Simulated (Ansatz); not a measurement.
**SnH3 radical: up Jacob's ladder to CCSD(T)**

One table from this session's results is given with a row withheld; the runs are named, their logs left out.

Computed with Ansatz 0.2.0, Gaussian basis. Level: functionals in def2-TZVPP, the program's frozen cores in correlated methods.

Plan: LDA (SPW92), PBE-D4, revPBE-D4, BLYP-D4, r2SCAN-D4, B97M-V, PBE0-D4, B3LYP-D4, r2SCANh-D4, r2SCAN0-D4, HSE06-D4, BHLYP-D4, CAM-B3LYP-D4, LC-ωPBE, ωB97X-V, ωB97M-V, B2PLYP, PBE-QIDH; CCSD(T)/def2-SVP; CCSD(T)/def2-TZVPP; CCSD(T)/def2-QZVPP; extrapolation to the limit; RPA on PBE.

## Structure used throughout

All runs share one geometry, relaxed beforehand with PBE0-D4 in a triple-zeta def2 set. Sn takes the def2 core potential; no spin-orbit term is included.

SMILES `[SnH3]`, 4 atoms, charge 0, spin multiplicity 2.

Atoms are counted from 1 here; the program's logs count them from 0.

Bond lengths: Sn1–H2 1.715 Å, Sn1–H3 1.715 Å, Sn1–H4 1.715 Å. Angles: H2–Sn1–H3 109.6°, H2–Sn1–H4 109.6°, H3–Sn1–H4 109.6°.

The first run:

in.yaml reads:

```yaml
crystal:
  periodic: [false, false, false]
  atoms:
    - {symbol: Sn, position_ang: [0.280206, -0.211569, -0.271725]}
    - {symbol: H, position_ang: [1.055238, 0.011013, 1.241695]}
    - {symbol: H, position_ang: [-1.125045, -1.172193, -0.064017]}
    - {symbol: H, position_ang: [-0.154899, 1.312548, -0.926253]}
basis:
  gaussian: {orbitals: def2-TZVPP}
magnetization: {spin_polarized: true, initial_magnetization: 1}
hamiltonian: {xc: lda}
output: {orbitals: {seedname: orbitals}}
```

Among the steps run: LDA; PBE-D4 (GGA); revPBE-D4 (GGA); BLYP-D4 (GGA); r2SCAN-D4 (meta-GGA); B97M-V (meta-GGA); PBE0-D4 (hybrid); B3LYP-D4 (hybrid); r2SCANh-D4 (hybrid); r2SCAN0-D4 (hybrid); HSE06-D4 (hybrid); BHLYP-D4 (hybrid); CAM-B3LYP-D4 (range-separated); LC-ωPBE-D4 (range-separated; the results give it without D4); ωB97X-V (range-separated); ωB97M-V (range-separated); B2PLYP (double hybrid); PBE-QIDH (double hybrid).

One table of the session follows, with a row left open; its other results are not shown here.

It belongs to the step «Orbital energies across the functionals». 

| functional | HOMO (eV) | LUMO (eV) | gap (eV) |
| --- | --- | --- | --- |
| LDA (SPW92) | -5.17 | -4.29 | 0.88 |
| PBE-D4 | -5.14 | -3.96 | 1.17 |
| revPBE-D4 | -5.11 | -3.83 | 1.28 |
| BLYP-D4 | -4.95 | -4.03 | 0.92 |
| r2SCAN-D4 | -5.49 | -3.55 | 1.94 |
| B97M-V | -5.26 | -4.22 | 1.04 |
| PBE0-D4 | ? | ? | ? |
| B3LYP-D4 | -5.90 | -3.48 | 2.42 |
| r2SCANh-D4 | -5.85 | -3.24 | 2.61 |
| r2SCAN0-D4 | -6.40 | -2.79 | 3.61 |
| HSE06-D4 | -5.75 | -3.42 | 2.33 |
| BHLYP-D4 | -6.96 | -2.33 | 4.63 |
| CAM-B3LYP-D4 | -7.31 | -2.22 | 5.09 |
| LC-ωPBE | -8.66 | -0.79 | 7.87 |
| ωB97X-V | -8.18 | -1.19 | 7.00 |
| ωB97M-V | -8.13 | -1.37 | 6.76 |

Q: Estimate the row for PBE0-D4 from the others.

The run gave: HOMO (eV): -6.14; LUMO (eV): -3.05; gap (eV): 3.09. In the column «HOMO (eV)» it lies between r2SCAN0-D4 (-6.40) and B3LYP-D4 (-5.90).
